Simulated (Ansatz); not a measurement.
# BrH5OSi2: small, medium and large basis sets

An exercise on one series of results from a longer session: the logs are not shown, and one member is left open.

Method: one geometry, several basis sets; program: Ansatz 0.2.0, Gaussian basis.

Levels to be run: PBE0-D4/def2-SVP; ωB97M-V/def2-SVP; PBE0-D4/def2-QZVPP; ωB97M-V/def2-QZVPP; the functionals' def2-TZVPP values are taken from earlier runs.

## Structure used throughout

All runs share one geometry, relaxed beforehand with PBE0-D4 in a triple-zeta def2 set.

SMILES `[SiH3]O[SiH2]Br`, 9 atoms, charge 0, spin multiplicity 1.

Atoms are counted from 1 here; the program's logs count them from 0.

Bond lengths: Si1–O2 1.645 Å, Si1–H5 1.485 Å, Si1–H6 1.483 Å, Si1–H7 1.482 Å, O2–Si3 1.619 Å, Si3–Br4 2.221 Å, Si3–H8 1.477 Å, Si3–H9 1.479 Å. Angles: O2–Si1–H5 109.9°, O2–Si1–H6 110.0°, O2–Si1–H7 107.3°, H5–Si1–H6 109.6°, H5–Si1–H7 109.9°, H6–Si1–H7 110.1°, Si1–O2–Si3 145.5°, O2–Si3–Br4 110.2°, O2–Si3–H8 109.1°, O2–Si3–H9 110.5°, Br4–Si3–H8 107.8°, Br4–Si3–H9 107.0°, H8–Si3–H9 112.2°.

Set-up of the first run:

in.yaml reads:

```yaml
crystal:
  periodic: [false, false, false]
  atoms:
    - {symbol: Si, position_ang: [0.426874, 1.467437, 0.369219]}
    - {symbol: O, position_ang: [-0.550193, 0.161920, 0.156003]}
    - {symbol: Si, position_ang: [-0.637687, -1.368442, -0.365867]}
    - {symbol: Br, position_ang: [1.327630, -2.375619, -0.124665]}
    - {symbol: H, position_ang: [1.048857, 1.850839, -0.923434]}
    - {symbol: H, position_ang: [1.486610, 1.150616, 1.357246]}
    - {symbol: H, position_ang: [-0.420871, 2.575036, 0.868995]}
    - {symbol: H, position_ang: [-1.623817, -2.102739, 0.451836]}
    - {symbol: H, position_ang: [-0.968902, -1.405550, -1.806533]}
basis:
  gaussian: {orbitals: def2-SVP}
hamiltonian: {xc: pbe0, dispersion: d4}
output: {orbitals: {seedname: orbitals}}
```

The run is started by

```sh
> ansatz run in.yaml --threads 2 --pin off --events-out ev --progress --plain --max-ram 22528MiB --backend cpu
```

Among the steps run: PBE0-D4 in def2-SVP; ωB97M-V in def2-SVP; PBE0-D4 in def2-QZVPP; ωB97M-V in def2-QZVPP.

One of the session's tables, all rows but one given; the rest of the session is left out.

It belongs to the step «Functionals by basis». 

```
functional       basis  HOMO (eV)  LUMO (eV)
   PBE0-D4    def2-SVP      -8.31       0.29
   PBE0-D4  def2-TZVPP      -8.43      -0.19
   PBE0-D4  def2-QZVPP      -8.44      -0.34
   ωB97M-V    def2-SVP     -10.50       2.21
   ωB97M-V  def2-TZVPP          ?          ?
   ωB97M-V  def2-QZVPP     -10.66       1.18
```

Q: Estimate the row for ωB97M-V, def2-TZVPP from the others.

As computed: HOMO (eV): -10.65; LUMO (eV): 1.52. In the column «HOMO (eV)» it lies between ωB97M-V, def2-QZVPP (-10.66) and ωB97M-V, def2-SVP (-10.50).
